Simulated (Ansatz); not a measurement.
# Zr2Zn2N3: the cost of one run

Program: Ansatz 0.2.0. Level of theory: DFT PBE, scalar-relativistic, plane waves, PAW. These are calculated values, not measurements.

## 1. The system as given

It takes space group R-3m (No. 166, trigonal). Conventional cell: a = 4.949 Å, b = 4.949 Å, c = 12.205 Å, α = 90.00°, β = 90.00°, γ = 120.00°. Zr (site symmetry -3m) is surrounded by 6 N at 2.47 Å and 2 Zn at 2.67 Å. Around Zr (site symmetry -3m) lie 6 N at 2.49 Å. Zn (site symmetry 3m) has 3 N at 2.00 Å as nearest neighbours. N (site symmetry 2/m) is surrounded by 2 Zn at 2.00 Å and 4 Zr at 2.47 to 2.49 Å.

As a file:

```
CELL_PARAMETERS angstrom
2.47455 1.42868 4.06840
-2.47455 1.42868 4.06840
0.00000 -2.85736 4.06840
ATOMIC_POSITIONS crystal
Zr 0.50000 0.50000 0.50000
Zr 0.00000 0.00000 0.00000
Zn 0.28125 0.28125 0.28125
Zn 0.71875 0.71875 0.71875
N 0.00000 0.00000 0.50000
N 0.50000 0.00000 0.00000
N 0.00000 0.50000 0.00000
```

It is the end of an earlier relaxation with the same method, from a generated guess; it is a trial structure. At a tolerance of 0.05 Å it has space group R-3m (No. 166); it has 12.33 Å³/atom, an uncorrected energy of -0.02 eV/atom over the elements.

## 2. Electronic structure at the relaxed geometry

Input file input.yaml:

```yaml
crystal:
  lattice:
    - [2.4745493762, 1.4286817485, 4.0683959768]
    - [-2.4745493762, 1.4286817485, 4.0683959768]
    - [0.0, -2.8573634969, 4.0683959769]
  atoms:
    - { symbol: Zr, position: [0.5, 0.5, 0.5] }
    - { symbol: Zr, position: [0.0, 0.0, 0.0] }
    - { symbol: Zn, position: [0.2812533793, 0.2812533793, 0.2812533793] }
    - { symbol: Zn, position: [0.7187466207, 0.7187466207, 0.7187466207] }
    - { symbol: "N", position: [0.0, 0.0, 0.5] }
    - { symbol: "N", position: [0.5, 0.0, 0.0] }
    - { symbol: "N", position: [0.0, 0.5, 0.0] }
basis:
  ecutwfc: 420
kpoints:
  mp_grid: { grid: [12, 12, 12] }
  band_path:
    path:
      - [[0.0, 0.0, 0.0], [0.5, 0.5, 0.5], [0.7511217, 0.2488783, 0.5]]
      - [[0.5, -0.2488783, 0.2488783], [0.5, 0.0, 0.0], [0.0, 0.0, 0.0], [0.37443915, -0.37443915, 0.0]]
      - [[0.62556085, 0.0, 0.37443915], [0.5, 0.0, 0.5], [0.0, 0.0, 0.0]]
    npoints: 14
hamiltonian:
  xc: pbe
scf:
  occupations: { method: gaussian, width: 0.1 }
  n_extra_bands: 17
output:
  forces: true
  stress: true
  eigenvalues: true
  populations: true
  dos: { projected: true, de: 0.02, nscf_kmesh: { grid: [15, 15, 15] } }
  bader: true
  write_density: true
  write_potential: true
  elf: true
  volumetric_format: npy
```

Launch:

```bash
ansatz run input.yaml --threads 1 --pin off --max-ram 2560MiB --backend cpu --events-out ev --progress --plain --runs-dir out
```

Q: Estimate wall time and peak memory on 1 thread of Intel Xeon 6975P-C (Granite Rapids), shared host.

About 2.2 min, with a peak of 1.1 GiB.
